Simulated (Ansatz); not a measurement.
**CH3NSSi: single points with varied inputs**

Aim: run CH3NSSi under a spread of inputs, and see what each costs and gives.

Computed with Ansatz 0.2.0, Gaussian basis. Level: the settings change from run to run.

## Step 1: The relaxed structure

The structure was relaxed beforehand with PBE0-D4 in a triple-zeta def2 set.

SMILES `N=C1[SiH2]S1`, 7 atoms, charge 0, spin multiplicity 1.

Atoms are counted from 1 here; the program's logs count them from 0.

Bond lengths: N1–C2 1.250 Å, N1–H5 1.021 Å, C2–Si3 1.820 Å, C2–S4 1.826 Å, Si3–S4 2.125 Å, Si3–H6 1.479 Å, Si3–H7 1.479 Å. Angles: C2–N1–H5 113.5°, N1–C2–Si3 152.1°, N1–C2–S4 136.6°, Si3–C2–S4 71.3°, C2–Si3–S4 54.5°, C2–Si3–H6 120.4°, C2–Si3–H7 120.4°, S4–Si3–H6 118.0°, S4–Si3–H7 118.0°, H6–Si3–H7 113.2°, C2–S4–Si3 54.2°.

## Step 2: B97/def2-TZVPD

Options: multiplicity 3, a grid of angular degree 23.

File in.yaml:

```yaml
crystal:
  periodic: [false, false, false]
  atoms:
    - {symbol: N, position_ang: [-1.546987, 0.664943, -0.806510]}
    - {symbol: C, position_ang: [-0.585543, 0.080634, -0.262909]}
    - {symbol: Si, position_ang: [1.108522, 0.045324, 0.402626]}
    - {symbol: S, position_ang: [-0.237649, -1.598010, 0.365084]}
    - {symbol: H, position_ang: [-2.361060, 0.065266, -0.945087]}
    - {symbol: H, position_ang: [2.271598, 0.010310, -0.510363]}
    - {symbol: H, position_ang: [1.412320, 0.663532, 1.711459]}
basis:
  gaussian: {orbitals: def2-TZVPD, final_grid: {core_spheres: 8, valence_spheres: 7, degree: 23}}
magnetization: {spin_polarized: true, initial_magnetization: 2}
hamiltonian: {xc: {name: B97}}
```

Started as:

```console
> ansatz run in.yaml --threads 2 --pin off --events-out ev --progress --plain --max-ram 4352MiB
```

Standard output:

```text
Functional definition: B97
  name "B97"
  cite "Becke, J. Chem. Phys. 107, 8554 (1997) doi:10.1063/1.475007"
  parameter cx = 0.1943
  parameter cx0 = 0.8094
  parameter cx1 = 0.5073
  parameter cx2 = 0.7481
  parameter css0 = 0.1737
  parameter css1 = 2.3487
  parameter css2 = -2.4868
  parameter cos0 = 0.9454
  parameter cos1 = 0.7471
  parameter cos2 = -4.5961
  exchange = spin_sum(e_x_unif_s*poly(b97_u_x, cx0, cx1, cx2)) + cx*exact_x
  correlation = spin_sum(e_c_pw_same_spin*poly(b97_u_same, css0, css1, css2))
      + integral(e_c_pw_opposite_spin*poly(b97_u_opposite, cos0, cos1, cos2))
1091 factors; their error is unknown
mean field evaluation 1: about -21269.4422 eV, gradient 5.1e1 eV
mean field evaluation 2: about -21119.5392 eV, gradient 1.4e2 eV
mean field evaluation 4: about -21277.2136 eV, gradient 3.1e1 eV
mean field evaluation 8: about -21282.2548 eV, gradient 1.7e0 eV
mean field evaluation 16: about -21282.5088 eV, gradient 1.3e-1 eV
mean field evaluation 32: about -21282.2519 eV, gradient 4.7e0 eV
mean field -21282.54020532 eV, -782.1189267216 hartree, gradient 8.3e-6 eV, S^2 2.009606; 5 other end points of the search recorded, 0 dependent functions left out
reference -21282.54026593 eV, -782.1189289490 hartree; 24, 22 occupied and 166, 168 virtual orbitals, 1091 factors
Total energy: -21282.54026593 eV, -782.1189289490 hartree
```

Wall time 20 s (2 threads of Arm Neoverse V2, shared host); peak memory 0.72 GiB.

⟨S²⟩ 2.010.

## Step 3: SPW92/ANO-RCC-VTZP

Changes to in.yaml since step 2:

```diff
@@ -11,4 +11,4 @@
 basis:
-  gaussian: {orbitals: def2-TZVPD, final_grid: {core_spheres: 8, valence_spheres: 7, degree: 23}}
-magnetization: {spin_polarized: true, initial_magnetization: 2}
-hamiltonian: {xc: {name: B97}}
+  gaussian: {orbitals: ANO-RCC-VTZP}
+hamiltonian: {xc: {name: SPW92}}
+output: {forces: true}
```

The command is unchanged.

Standard output, cut to the lines that bear on the results:

```text
Functional definition: SPW92
  name "SPW92"
  cite "Dirac, Proc. Camb. Phil. Soc. 26, 376 (1930) doi:10.1017/S0305004100016108"
  cite "Slater, Phys. Rev. 81, 385 (1951) doi:10.1103/PhysRev.81.385"
  cite "Perdew & Wang, Phys. Rev. B 45, 13244 (1992) doi:10.1103/PhysRevB.45.13244"
[...]
1286 factors; their error is unknown
[...]
mean field -21246.02977703 eV, -780.7771932296 hartree, gradient 5.1e-5 eV, S^2 0.000000; 0 other end points of the search recorded, 0 dependent functions left out
[...]
reference -21246.02982862 eV, -780.7771951254 hartree; 23, 23 occupied and 147, 147 virtual orbitals, 1286 factors
Total energy: -21246.02982862 eV, -780.7771951254 hartree
Relativity: scalar
Atom 0 at    -1.546987     0.664943    -0.806510 Å, force     0.272408     0.207611     0.044289 eV/Å
Atom 1 at    -0.585543     0.080634    -0.262909 Å, force     0.159157    -0.048020     0.075581 eV/Å
Atom 2 at     1.108522     0.045324     0.402626 Å, force    -0.126844     0.109514    -0.081265 eV/Å
Atom 3 at    -0.237649    -1.598010     0.365084 Å, force    -0.087375    -0.119246     0.001326 eV/Å
Atom 4 at    -2.361060     0.065266    -0.945087 Å, force    -0.383872    -0.185157    -0.093990 eV/Å
Atom 5 at     2.271598     0.010310    -0.510363 Å, force     0.147440    -0.031102    -0.138953 eV/Å
Atom 6 at     1.412320     0.663532     1.711459 Å, force     0.019086     0.066399     0.193013 eV/Å
Dipole moment:     0.246262    -0.095940     0.123435 e Å
```

It took 3.8 s on 2 threads of Arm Neoverse V2, shared host; peak memory 0.25 GiB.

Largest force 0.436 eV/Å, dipole 1.40 D.

## Step 4: revPBE0/6-31G

Options: D3(BJ) with three-body dispersion.

Changes to in.yaml since step 3:

```diff
@@ -11,4 +11,4 @@
 basis:
-  gaussian: {orbitals: ANO-RCC-VTZP}
-hamiltonian: {xc: {name: SPW92}}
+  gaussian: {orbitals: 6-31G}
+hamiltonian: {xc: {name: revPBE0}, dispersion: d3bjatm}
 output: {forces: true}
```

Launched as before.

Standard output, cut to the lines that bear on the results:

```text
Functional definition: revPBE0
  name "revPBE0"
  cite "Zhang & Yang, Phys. Rev. Lett. 80, 890 (1998) doi:10.1103/PhysRevLett.80.890"
  cite "Adamo & Barone, J. Chem. Phys. 110, 6158 (1999) doi:10.1063/1.478522"
  cite "Perdew, Burke & Ernzerhof, Phys. Rev. Lett. 77, 3865 (1996) doi:10.1103/PhysRevLett.77.3865"
[...]
635 factors; integrals over basis functions are off by at most 2.1e-4 eV
[...]
mean field -21279.40165407 eV, -782.0035870907 hartree, gradient 5.3e-6 eV, S^2 0.000000; 0 other end points of the search recorded, 0 dependent functions left out
[...]
reference -21279.40168380 eV, -782.0035881833 hartree; 23, 23 occupied and 27, 27 virtual orbitals, 635 factors
Total energy: -21279.78319557 eV, -782.0176084822 hartree
Atom 0 at    -1.546987     0.664943    -0.806510 Å, force    -0.465305     0.538994    -0.338450 eV/Å
Atom 1 at    -0.585543     0.080634    -0.262909 Å, force    -0.225177     0.687303    -0.289204 eV/Å
Atom 2 at     1.108522     0.045324     0.402626 Å, force     1.966731     1.741701     0.248605 eV/Å
Atom 3 at    -0.237649    -1.598010     0.365084 Å, force    -1.026011    -3.069412     0.505555 eV/Å
Atom 4 at    -2.361060     0.065266    -0.945087 Å, force    -0.459122     0.040247    -0.189340 eV/Å
Atom 5 at     2.271598     0.010310    -0.510363 Å, force     0.194375    -0.037739    -0.201160 eV/Å
Atom 6 at     1.412320     0.663532     1.711459 Å, force     0.014510     0.098905     0.263994 eV/Å
Dipole moment:     0.298322     0.007600     0.113131 e Å
```

Run time: 1.1 s. Hardware: 2 threads of Arm Neoverse V2, shared host.

Largest force 3.276 eV/Å, dipole 1.53 D.

## Step 5: BHLYP/cc-pVTZ

Options: atoms shaken by 0.15 Å, D3(BJ) dispersion.

File in.yaml:

```yaml
crystal:
  periodic: [false, false, false]
  atoms:
    - {symbol: N, position_ang: [-1.540275, 0.655820, -0.776043]}
    - {symbol: C, position_ang: [-0.525611, 0.062348, -0.138031]}
    - {symbol: Si, position_ang: [0.983696, -0.046191, 0.377047]}
    - {symbol: S, position_ang: [-0.068330, -1.486888, 0.417230]}
    - {symbol: H, position_ang: [-2.313385, 0.281839, -1.232751]}
    - {symbol: H, position_ang: [2.014665, 0.340852, -0.645005]}
    - {symbol: H, position_ang: [1.420124, 0.506273, 1.604639]}
basis:
  gaussian: {orbitals: cc-pVTZ}
hamiltonian: {xc: {name: BHLYP}, dispersion: d3bj}
output: {forces: true}
```

Same command.

Standard output, cut to the lines that bear on the results:

```text
Functional definition: BHLYP
  name "BHLYP"
  cite "Becke, J. Chem. Phys. 98, 1372 (1993) doi:10.1063/1.464304"
  cite "Becke, Phys. Rev. A 38, 3098 (1988) doi:10.1103/PhysRevA.38.3098"
  cite "Lee, Yang & Parr, Phys. Rev. B 37, 785 (1988) doi:10.1103/PhysRevB.37.785"
[...]
1229 factors; their error is unknown
[...]
mean field -21284.69816513 eV, -782.1982302818 hartree, gradient 1.7e-5 eV, S^2 0.000000; 0 other end points of the search recorded, 0 dependent functions left out
[...]
reference -21284.69832661 eV, -782.1982362163 hartree; 23, 23 occupied and 147, 147 virtual orbitals, 1229 factors
Total energy: -21284.97748951 eV, -782.2084952636 hartree
Atom 0 at    -1.540275     0.655820    -0.776043 Å, force     6.057742    -0.173685     2.900991 eV/Å
Atom 1 at    -0.525611     0.062348    -0.138031 Å, force   -12.325666     4.327463    -5.812123 eV/Å
Atom 2 at     0.983696    -0.046191     0.377047 Å, force    13.282304     9.127687     1.140794 eV/Å
Atom 3 at    -0.068330    -1.486888     0.417230 Å, force    -6.192187   -11.322857     0.280845 eV/Å
Atom 4 at    -2.313385     0.281839    -1.232751 Å, force    -1.111683    -1.883776     0.105839 eV/Å
Atom 5 at     2.014665     0.340852    -0.645005 Å, force    -0.128275    -0.579966     0.233057 eV/Å
Atom 6 at     1.420124     0.506273     1.604639 Å, force     0.417765     0.505134     1.150597 eV/Å
Dipole moment:     0.120596    -0.329586     0.079241 e Å
```

Wall time 3.7 s (2 threads of Arm Neoverse V2, shared host); peak memory 0.39 GiB.

Largest force 16.157 eV/Å, dipole 1.73 D.

## Step 6: B3LYP5/STO-3G

Options: relativity set to none, high accuracy.

File in.yaml:

```yaml
crystal:
  periodic: [false, false, false]
  atoms:
    - {symbol: N, position_ang: [-1.546987, 0.664943, -0.806510]}
    - {symbol: C, position_ang: [-0.585543, 0.080634, -0.262909]}
    - {symbol: Si, position_ang: [1.108522, 0.045324, 0.402626]}
    - {symbol: S, position_ang: [-0.237649, -1.598010, 0.365084]}
    - {symbol: H, position_ang: [-2.361060, 0.065266, -0.945087]}
    - {symbol: H, position_ang: [2.271598, 0.010310, -0.510363]}
    - {symbol: H, position_ang: [1.412320, 0.663532, 1.711459]}
basis:
  gaussian: {orbitals: STO-3G}
hamiltonian: {xc: {name: B3LYP5}, pseudopotentials: {relativity: none}}
accuracy: high
output: {forces: true}
```

Launched as before.

Standard output, cut to the lines that bear on the results:

```text
Functional definition: B3LYP5
  name "B3LYP5"
  cite "Stephens, Devlin, Chabalowski & Frisch, J. Phys. Chem. 98, 11623 (1994) doi:10.1021/j100096a001"
  cite "Becke, Phys. Rev. A 38, 3098 (1988) doi:10.1103/PhysRevA.38.3098"
  cite "Lee, Yang & Parr, Phys. Rev. B 37, 785 (1988) doi:10.1103/PhysRevB.37.785"
  cite "Vosko, Wilk & Nusair, Can. J. Phys. 58, 1200 (1980) doi:10.1139/p80-159"
[...]
623 factors; integrals over basis functions are off by at most 1.3e-8 eV
[...]
mean field -21038.43975293 eV, -773.1484005536 hartree, gradient 1.5e-8 eV, S^2 0.000000; 0 other end points of the search recorded, 0 dependent functions left out
[...]
reference -21038.43978349 eV, -773.1484016765 hartree; 23, 23 occupied and 8, 8 virtual orbitals, 623 factors
Total energy: -21038.43978349 eV, -773.1484016765 hartree
Atom 0 at    -1.546987     0.664943    -0.806510 Å, force    -0.835832     3.861698    -1.458464 eV/Å
Atom 1 at    -0.585543     0.080634    -0.262909 Å, force     2.361270    -2.500860     1.648254 eV/Å
Atom 2 at     1.108522     0.045324     0.402626 Å, force     0.947359     0.361178     0.260194 eV/Å
Atom 3 at    -0.237649    -1.598010     0.365084 Å, force     0.116356     0.003205     0.044147 eV/Å
Atom 4 at    -2.361060     0.065266    -0.945087 Å, force    -1.883712    -1.527178    -0.279563 eV/Å
Atom 5 at     2.271598     0.010310    -0.510363 Å, force    -0.569837     0.066086     0.454060 eV/Å
Atom 6 at     1.412320     0.663532     1.711459 Å, force    -0.135605    -0.264128    -0.668627 eV/Å
Dipole moment:     0.297182    -0.189744     0.170706 e Å
```

Wall time 1.6 s (2 threads of Arm Neoverse V2, shared host).

Largest force 4.212 eV/Å, dipole 1.88 D.

## Step 7: B97/def2-TZVPD

Changes to in.yaml since step 6:

```diff
@@ -11,5 +11,4 @@
 basis:
-  gaussian: {orbitals: STO-3G}
-hamiltonian: {xc: {name: B3LYP5}, pseudopotentials: {relativity: none}}
-accuracy: high
+  gaussian: {orbitals: def2-TZVPD}
+hamiltonian: {xc: {name: B97}}
 output: {forces: true}
```

Same command.

Standard output, cut to the lines that bear on the results:

```text
Functional definition: B97
  name "B97"
  cite "Becke, J. Chem. Phys. 107, 8554 (1997) doi:10.1063/1.475007"
[...]
      + integral(e_c_pw_opposite_spin*poly(b97_u_opposite, cos0, cos1, cos2))
1091 factors; their error is unknown
[...]
mean field -21286.25913119 eV, -782.2555947265 hartree, gradient 1.2e-5 eV, S^2 0.000000; 0 other end points of the search recorded, 0 dependent functions left out
[...]
reference -21286.25916498 eV, -782.2555959682 hartree; 23, 23 occupied and 167, 167 virtual orbitals, 1091 factors
Total energy: -21286.25916498 eV, -782.2555959682 hartree
Atom 0 at    -1.546987     0.664943    -0.806510 Å, force    -0.282423     0.239422    -0.179651 eV/Å
Atom 1 at    -0.585543     0.080634    -0.262909 Å, force     0.185345     0.157489     0.025297 eV/Å
Atom 2 at     1.108522     0.045324     0.402626 Å, force     0.280930     0.184481     0.054400 eV/Å
Atom 3 at    -0.237649    -1.598010     0.365084 Å, force    -0.080417    -0.559445     0.133420 eV/Å
Atom 4 at    -2.361060     0.065266    -0.945087 Å, force    -0.103999    -0.030295    -0.031263 eV/Å
Atom 5 at     2.271598     0.010310    -0.510363 Å, force    -0.006527     0.009391     0.016466 eV/Å
Atom 6 at     1.412320     0.663532     1.711459 Å, force     0.007092    -0.001043    -0.018668 eV/Å
Dipole moment:     0.280648    -0.077372     0.131275 e Å
```

It took 9.5 s on 2 threads of Arm Neoverse V2, shared host; peak memory 0.48 GiB.

Largest force 0.581 eV/Å, dipole 1.53 D.

## Step 8: BHLYP/STO-3G

Options: charge -1, multiplicity 2, a grid of angular degree 47, D3(BJ) dispersion.

Changes to in.yaml since step 7:

```diff
@@ -11,4 +11,6 @@
 basis:
-  gaussian: {orbitals: def2-TZVPD}
-hamiltonian: {xc: {name: B97}}
+  gaussian: {orbitals: STO-3G, final_grid: {core_spheres: 20, valence_spheres: 16, degree: 47}}
+total_charge: -1
+magnetization: {spin_polarized: true, initial_magnetization: 1}
+hamiltonian: {xc: {name: BHLYP}, dispersion: d3bj}
 output: {forces: true}
```

Same command.

Standard output, cut to the lines that bear on the results:

```text
Functional definition: BHLYP
  name "BHLYP"
  cite "Becke, J. Chem. Phys. 98, 1372 (1993) doi:10.1063/1.464304"
  cite "Becke, Phys. Rev. A 38, 3098 (1988) doi:10.1103/PhysRevA.38.3098"
  cite "Lee, Yang & Parr, Phys. Rev. B 37, 785 (1988) doi:10.1103/PhysRevB.37.785"
[...]
370 factors; integrals over basis functions are off by at most 2.9e-5 eV
[...]
mean field -21035.64116078 eV, -773.0455541890 hartree, gradient 4.9e-5 eV, S^2 0.753907; 2 other end points of the search recorded, 0 dependent functions left out
[...]
reference -21035.64128764 eV, -773.0455588510 hartree; 24, 23 occupied and 7, 8 virtual orbitals, 370 factors
Total energy: -21035.91456562 eV, -773.0556016314 hartree
Atom 0 at    -1.546987     0.664943    -0.806510 Å, force    -6.162094     6.435036    -4.274762 eV/Å
Atom 1 at    -0.585543     0.080634    -0.262909 Å, force     8.436315    -3.774509     4.372494 eV/Å
Atom 2 at     1.108522     0.045324     0.402626 Å, force    -2.391953     0.355100    -1.029611 eV/Å
Atom 3 at    -0.237649    -1.598010     0.365084 Å, force     0.947385    -1.419349     0.783631 eV/Å
Atom 4 at    -2.361060     0.065266    -0.945087 Å, force    -1.000624    -1.167464    -0.043954 eV/Å
Atom 5 at     2.271598     0.010310    -0.510363 Å, force    -0.249987     0.040621     0.963555 eV/Å
Atom 6 at     1.412320     0.663532     1.711459 Å, force     0.420957    -0.469436    -0.771352 eV/Å
Dipole moment:     0.641798    -0.475944     0.388110 e Å
```

It took 1.8 s on 2 threads of Arm Neoverse V2, shared host.

Largest force 10.224 eV/Å, ⟨S²⟩ 0.754.

## Step 9: revPBE0/pcseg-2

Options: unrestricted orbitals, atoms shaken by 0.03 Å, D3(BJ) with three-body dispersion.

File in.yaml:

```yaml
crystal:
  periodic: [false, false, false]
  atoms:
    - {symbol: N, position_ang: [-1.548323, 0.618904, -0.817060]}
    - {symbol: C, position_ang: [-0.641160, 0.073605, -0.295181]}
    - {symbol: Si, position_ang: [1.096235, 0.053156, 0.376839]}
    - {symbol: S, position_ang: [-0.246378, -1.615917, 0.367853]}
    - {symbol: H, position_ang: [-2.329814, 0.146355, -0.961549]}
    - {symbol: H, position_ang: [2.283885, -0.023832, -0.506064]}
    - {symbol: H, position_ang: [1.430368, 0.595723, 1.693441]}
basis:
  gaussian: {orbitals: pcseg-2}
magnetization: {spin_polarized: true, initial_magnetization: 0}
hamiltonian: {xc: {name: revPBE0}, dispersion: d3bjatm}
output: {forces: true}
```

Launched as before.

Standard output, cut to the lines that bear on the results:

```text
Functional definition: revPBE0
  name "revPBE0"
  cite "Zhang & Yang, Phys. Rev. Lett. 80, 890 (1998) doi:10.1103/PhysRevLett.80.890"
  cite "Adamo & Barone, J. Chem. Phys. 110, 6158 (1999) doi:10.1063/1.478522"
  cite "Perdew, Burke & Ernzerhof, Phys. Rev. Lett. 77, 3865 (1996) doi:10.1103/PhysRevLett.77.3865"
[...]
1042 factors; their error is unknown
[...]
mean field -21284.88823371 eV, -782.2052151736 hartree, gradient 2.1e-5 eV, S^2 0.000000; 0 other end points of the search recorded, 0 dependent functions left out
[...]
reference -21284.88827748 eV, -782.2052167821 hartree; 23, 23 occupied and 147, 147 virtual orbitals, 1042 factors
Total energy: -21285.26983379 eV, -782.2192387176 hartree
Atom 0 at    -1.548323     0.618904    -0.817060 Å, force    -0.109342     5.215099    -1.648800 eV/Å
Atom 1 at    -0.641160     0.073605    -0.295181 Å, force     5.269774    -2.476652     2.782789 eV/Å
Atom 2 at     1.096235     0.053156     0.376839 Å, force    -0.576363    -0.495652    -0.381044 eV/Å
Atom 3 at    -0.246378    -1.615917     0.367853 Å, force    -0.004512     0.137466    -0.058079 eV/Å
Atom 4 at    -2.329814     0.146355    -0.961549 Å, force    -4.491313    -2.675643    -0.892160 eV/Å
Atom 5 at     2.283885    -0.023832    -0.506064 Å, force    -0.086462     0.056506    -0.060608 eV/Å
Atom 6 at     1.430368     0.595723     1.693441 Å, force    -0.001783     0.238875     0.257902 eV/Å
Dipole moment:     0.196542     0.049205     0.067716 e Å
```

It took 5.5 s on 2 threads of Arm Neoverse V2, shared host; peak memory 0.44 GiB.

Largest force 6.454 eV/Å, dipole 1.03 D, ⟨S²⟩ 0.000.

## Step 10: r2SCAN0/STO-3G

This run has unrestricted orbitals, a grid of angular degree 11, finite nuclei, D3(BJ) dispersion.

File in.yaml:

```yaml
crystal:
  periodic: [false, false, false]
  atoms:
    - {symbol: N, position_ang: [-1.546987, 0.664943, -0.806510]}
    - {symbol: C, position_ang: [-0.585543, 0.080634, -0.262909]}
    - {symbol: Si, position_ang: [1.108522, 0.045324, 0.402626]}
    - {symbol: S, position_ang: [-0.237649, -1.598010, 0.365084]}
    - {symbol: H, position_ang: [-2.361060, 0.065266, -0.945087]}
    - {symbol: H, position_ang: [2.271598, 0.010310, -0.510363]}
    - {symbol: H, position_ang: [1.412320, 0.663532, 1.711459]}
basis:
  gaussian: {orbitals: STO-3G, final_grid: {core_spheres: 5, valence_spheres: 4, degree: 11}, nuclear_model: gaussian}
magnetization: {spin_polarized: true, initial_magnetization: 0}
hamiltonian: {xc: {name: r2SCAN0}, dispersion: d3bj}
```

Same command.

Standard output, cut to the lines that bear on the results:

```text
Warning: the engine holds no damping parameters fitted to this dispersion correction and functional, so the run takes those fitted to r2scan0 beside the three-body term, which d3bj leaves out (hamiltonian.dispersion, under Limitations)
Functional definition: r2SCAN0
  name "r2SCAN0"
  cite "Bursch, Neugebauer, Ehlert & Grimme, J. Chem. Phys. 156, 134105 (2022) doi:10.1063/5.0086040"
  cite "Furness, Kaplan, Ning, Perdew & Sun, J. Phys. Chem. Lett. 11, 8208 (2020) doi:10.1021/acs.jpclett.0c02405"
  cite "Furness, Kaplan, Ning, Perdew & Sun, J. Phys. Chem. Lett. 11, 9248 (2020) doi:10.1021/acs.jpclett.0c03077"
  parent r2scan
[...]
370 factors; integrals over basis functions are off by at most 2.9e-5 eV
[...]
mean field -21041.18470459 eV, -773.2492756665 hartree, gradient 5.0e-5 eV, S^2 0.000000; 0 other end points of the search recorded, 0 dependent functions left out
reference -21041.18471409 eV, -773.2492760154 hartree; 23, 23 occupied and 8, 8 virtual orbitals, 370 factors
Total energy: -21041.24043933 eV, -773.2513238803 hartree
```

It took 0.75 s on 2 threads of Arm Neoverse V2, shared host.

⟨S²⟩ 0.000.

## Step 11: The runs in one table

| level | charge | multiplicity | geometry | functions | energy (eV) | time |
| --- | --- | --- | --- | --- | --- | --- |
| B97/def2-TZVPD | 0 | 3 | relaxed | 190 | -21282.540 | 20 s |
| SPW92/ANO-RCC-VTZP | 0 | 1 | relaxed | 170 | -21246.030 | 3.8 s |
| revPBE0/6-31G | 0 | 1 | relaxed | 50 | -21279.783 | 1.1 s |
| BHLYP/cc-pVTZ | 0 | 1 | shaken | 170 | -21284.977 | 3.7 s |
| B3LYP5/STO-3G | 0 | 1 | relaxed | 31 | -21038.440 | 1.6 s |
| B97/def2-TZVPD | 0 | 1 | relaxed | 190 | -21286.259 | 9.5 s |
| BHLYP/STO-3G | -1 | 2 | relaxed | 31 | -21035.915 | 1.8 s |
| revPBE0/pcseg-2 | 0 | 1 | shaken | 170 | -21285.270 | 5.5 s |
| r2SCAN0/STO-3G | 0 | 1 | relaxed | 31 | -21041.240 | 0.75 s |

## Step 12: Results

| quantity | value |
| --- | --- |
| runs | 9 |
| quickest | r2SCAN0/STO-3G, 0.75 s |
| slowest | B97/def2-TZVPD, 20 s |
| spread of total energies, same state and geometry | 247.8 eV |
| dipole, same state and geometry | 1.40 to 1.88 D |

What this shows: Run time spans a factor of 27, from r2SCAN0/STO-3G to B97/def2-TZVPD. The jobs differ in tasks and options as well as level. Total energies at one charge and spin differ by 248 eV between levels, so only differences within one level mean anything. Some of these runs are scalar-relativistic and others not, which shifts the totals of all-electron atoms past neon by eV; core potentials, where a basis has them, take the core out of the total altogether. At the PBE0-D4/def2-TZVP geometry and in the same state, runs without warnings or point charges leave forces up to 4.21 eV/Å (B3LYP5/STO-3G), against 16.2 eV/Å where the atoms were moved. At that geometry and state the dipole changes by 34 % between the lowest and highest value.
